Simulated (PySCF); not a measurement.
# C8H9O: the cost of one run

Computed with PySCF 2.14.0 and routines of our own; the level stands in each step. Atoms count from 0.

## 1. The starting structure

18 atoms, charge 0, multiplicity 2; geometry from: GFN2-xTB.

## 2. Open-shell or spin-flip excitations: unrestricted TDA B3LYP/def2-SVP

The job: settings as JSON, then the geometry in Å.

```
{"job": {"kind": "uabs", "xc": "B3LYP", "basis": "def2-SVP", "nstates": 10, "tda": true}, "charge": 0, "multiplicity": 2}
C      3.345445    -0.112095    -0.810166
C      2.156662    -0.148050    -0.145401
C      1.748915    -0.906061     0.976511
C      0.429396    -0.548776     1.240936
C      0.074016     0.398949     0.305355
C     -1.221974     1.094010     0.071642
C     -2.127080     0.209468    -0.741947
C     -3.281407    -0.264238    -0.314893
O      1.103999     0.641440    -0.535446
H      4.158090    -0.733841    -0.490845
H      3.487527     0.534131    -1.654363
H      2.358443    -1.610770     1.502780
H     -0.202539    -0.924387     2.020713
H     -1.028367     2.019490    -0.476357
H     -1.692970     1.329091     1.027552
H     -1.753799    -0.044418    -1.724816
H     -3.896889    -0.901886    -0.926077
H     -3.666229    -0.025739     0.663164
```

Level: unrestricted TDA B3LYP/def2-SVP, vertical, gas phase, core orbitals frozen in the response.

Launch:

```bash
OMP_NUM_THREADS=1 python excited_run.py task.json out
```

One launch serves the whole session: the jobs run in the order shown.

**Question.** How long does this first job take on 1 thread of Arm Neoverse V1, shared host, and how much memory does it need?

About 65 s, with a peak of 0.67 GiB.
